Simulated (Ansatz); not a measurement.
# Cl2FGeHO: the cost of one run

Program: Ansatz 0.2.0. Level of theory: RHF/def2-SVP. These are calculated values, not measurements.

### 1 The system as given

Bond lengths: Ge1–O2 1.770 Å, O2–H3 1.010 Å, Ge1–F4 1.680 Å, Ge1–Cl5 2.218 Å, Ge1–Cl6 2.218 Å. Angles: Ge1–O2–H3 109.5°, O2–Ge1–F4 109.4°, O2–Ge1–Cl5 109.5°, O2–Ge1–Cl6 109.5°, F4–Ge1–Cl5 109.5°, F4–Ge1–Cl6 109.5°, Cl5–Ge1–Cl6 109.5°.

Coordinates:

```xyz
6

Ge    0.0000    0.0000    0.0000
O     0.0000    0.0000    1.7700
H    -0.9095   -0.2814    2.1071
F     1.5842    0.0000   -0.5594
Cl   -1.0456    1.8115   -0.7393
Cl   -1.0456   -1.8115   -0.7393
```

### 2 Preparing the start

input.yaml

```yaml
crystal:
  periodic: [false, false, false]
  atoms:
    - { symbol: Ge, position_ang: [0.0, 0.0, 0.0] }
    - { symbol: O, position_ang: [0.0, 0.0, 1.77] }
    - { symbol: H, position_ang: [-0.9095, -0.2814, 2.1071] }
    - { symbol: F, position_ang: [1.5842, 0.0, -0.5594] }
    - { symbol: Cl, position_ang: [-1.0456, 1.8115, -0.7393] }
    - { symbol: Cl, position_ang: [-1.0456, -1.8115, -0.7393] }
basis:
  gaussian: { orbitals: def2-SVP }
hamiltonian:
  xc: hf
relax:
  f_tol: 0.02
  max_steps: 40
```

Launch:

```console
$ ansatz run input.yaml --threads 1 --pin off --max-ram 2048MiB --backend cpu --events-out ev --progress --plain --runs-dir out
```

Q: Estimate wall time and peak memory on 1 thread of Arm Neoverse V2, shared host.

About 19 s, with a peak of 0.22 GiB.
